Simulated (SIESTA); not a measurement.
## HfIn4SiO6 under changes of volume

One of the cells (21.648 Å³/atom); the others are scaled copies at fixed shape and fractional positions:

```
Hf In Si O
1.0
     5.31238    0.00000    0.00000
    -2.65620    4.60066    0.00000
     0.00000    0.00000   10.62898
Hf In Si O
1 4 1 6
Cartesian
  0.0000 0.0000 0.0000
  0.0000 3.0671 3.2361
  0.0000 3.0671 7.3929
  2.6562 1.5335 8.3883
  2.6562 1.5335 2.2407
  0.0000 3.0671 0.0000
  0.6403 1.7097 9.5631
  1.4957 3.1913 1.0659
  0.8554 4.3003 9.5631
  -0.6403 1.7097 1.0659
  -1.4957 3.1913 9.5631
  -0.8554 4.3003 1.0659
```

The cell was built by a generator and needn't be a form met in nature.

```yaml
Program: SIESTA 5.4.2
Functional: PBE
Potentials_or_basis: PseudoDojo 0.4 standard (PBE files)
Basis: DZP (energy shift 0.003 Ry; two zetas on semicore shells)
Grid_cutoff: 800 Ry
Energy_shift: 0.003 Ry
k_mesh: 6 × 6 × 3
Occupations: fermi-dirac, width 0.05 eV
Spin: no spin polarisation
```

```tsv
volume (Å³/atom)	energy over the lowest point (meV/atom)	pressure (GPa)	largest force (eV/Å)
19.950	33.21	7.2	0.695
20.375	17.15	5.0	0.502
20.799	?	?	?
21.648	0.00	-0.4	0.096
22.073	3.01	-1.9	0.226
22.497	9.73	-3.2	0.361
```

What does the run at 20.799 Å³/atom give?

Energy over the lowest point 6.61 meV/atom; pressure 3.0 GPa; largest force 0.329 eV/Å.

Worked out: A Birch-Murnaghan fit of order 3 (a polynomial in V^(-2/3)) to the other rows has its minimum at 21.54 Å³/atom with B0 = V·E''(V) = 80 GPa and B' = 4.0 at fixed shape and positions, which overstates the stiffness. It gives 6.62 meV/atom at 20.799 Å³/atom, against the run's 6.61, and -dE/dV = 3.0 GPa, against 3.0.

Energies are extrapolated to zero smearing.

Caveats: short orbitals over semicore shells can move pressures by several GPa; the basis of atomic orbitals isn't converged, which shifts pressures, moduli and gaps.
